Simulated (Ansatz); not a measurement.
**SnPbO2: the band gap up the ladder of functionals**

The task here is to estimate one member of a computed series from the others.

Program: Ansatz 0.2.0. PAW datasets, plane waves. The calculation is spin-unpolarised, and the structure need not be a phase that has been made.

## The system as given

The cell was relaxed beforehand with r2SCAN+rVV10.

Space group P4mm (No. 99), tetragonal; conventional cell a = 3.868 Å, c = 4.898 Å, 18.32 Å³ an atom. Near Pb stand 4 O at 2.34 Å; near Sn stand 4 O at 2.19 Å; near O stand 2 Sn at 2.19 Å and 2 Pb at 2.34 Å.

Structure file:

```cif
data_structure
_symmetry_space_group_name_H-M 'P4mm'
_symmetry_Int_Tables_number 99
_cell_length_a 3.8683
_cell_length_b 3.8683
_cell_length_c 4.8975
_cell_angle_alpha 90.000
_cell_angle_beta 90.000
_cell_angle_gamma 90.000
_cell_volume 73.28
loop_
_atom_site_label
_atom_site_type_symbol
_atom_site_symmetry_multiplicity
_atom_site_Wyckoff_symbol
_atom_site_fract_x
_atom_site_fract_y
_atom_site_fract_z
_atom_site_occupancy
Pb1 Pb 1 a 0.00000 0.00000 0.25431 1
Sn1 Sn 1 b 0.50000 0.50000 0.77521 1
O1 O 2 c 0.50000 0.00000 0.98524 1
```

Set-up of the first run:

input.yaml reads:

```yaml
crystal:
  lattice:
    - [3.8682734985, 0.0, 0.0]
    - [0.0, 3.8682734985, 0.0]
    - [0.0, 0.0, 4.8975259038]
  atoms:
    - { symbol: Pb, position: [0.0, 0.0, 0.2543065904] }
    - { symbol: Sn, position: [0.5, 0.5, 0.775205472] }
    - { symbol: O, position: [0.5, 0.0, -0.0147560312] }
    - { symbol: O, position: [0.0, 0.5, -0.0147560312] }
kpoints:
  mp_grid: { grid: [6, 6, 6] }
  band_path:
    path:
      - [[0.0, 0.0, 0.0], [-1.432479968497e-51, 0.5, 1.597924782096e-33], [0.5, 0.5, -2.699889816427e-19], [0.0, 0.0, 0.0], [9.284615952848e-37, -8.126652171379e-50, 0.5], [9.284615952848e-37, 0.5, 0.5], [0.5, 0.5, 0.5], [9.284615952848e-37, -8.126652171379e-50, 0.5]]
      - [[-1.432479968497e-51, 0.5, 1.597924782096e-33], [9.284615952848e-37, 0.5, 0.5]]
      - [[0.5, 0.5, -2.699889816427e-19], [0.5, 0.5, 0.5]]
    npoints: 10
hamiltonian:
  xc: pbe
scf:
  occupations: { method: fermi_dirac, width: 0.02 }
  n_extra_bands: 5
output:
  forces: true
  stress: true
  eigenvalues: true
```

The run is started by

```sh
$ ansatz run input.yaml --threads 4 --pin off --max-ram 6451MiB --backend cpu --events-out ev --progress --plain --runs-dir out
```

Steps of the session up to this table: PBE bands along the symmetry lines; Single point with r2SCAN; HSE06 at the same geometry; PBE+SOC at the same geometry; One-shot GW from PBE; Single point with PBE0.

One table of the session follows, with a row left open; its other results are not shown here.

| level | gap (eV) |
| --- | --- |
| PBE | 0.56 |
| r2SCAN | ? |
| HSE06 | 1.03 |
| PBE+SOC | 0.30 |
| G0W0@PBE (218 empty bands) | 0.86 |
| PBE0 | 1.67 |

Q: Estimate the row for r2SCAN from the others.

As computed: gap (eV): 0.78. In the column «gap (eV)» it lies between PBE (0.56) and G0W0@PBE (218 empty bands) (0.86).

Meshes: PBE 6×6×6, r2SCAN 6×6×6, HSE06 4×4×4, PBE+SOC 6×6×6, PBE0 4×4×4

Against G0W0@PBE, PBE is short by 0.30 eV, at 65 % of it, and r2SCAN 91 %. PBE0 lies 0.64 eV above HSE06, which differs from it by screening the long-range exchange. G0W0 here is at a finite number of bands, screening cutoff and k mesh, not at the basis limit.

Caveats from the session: Warnings in the runs' records: stress exchange threshold loose, stress scf threshold loose.
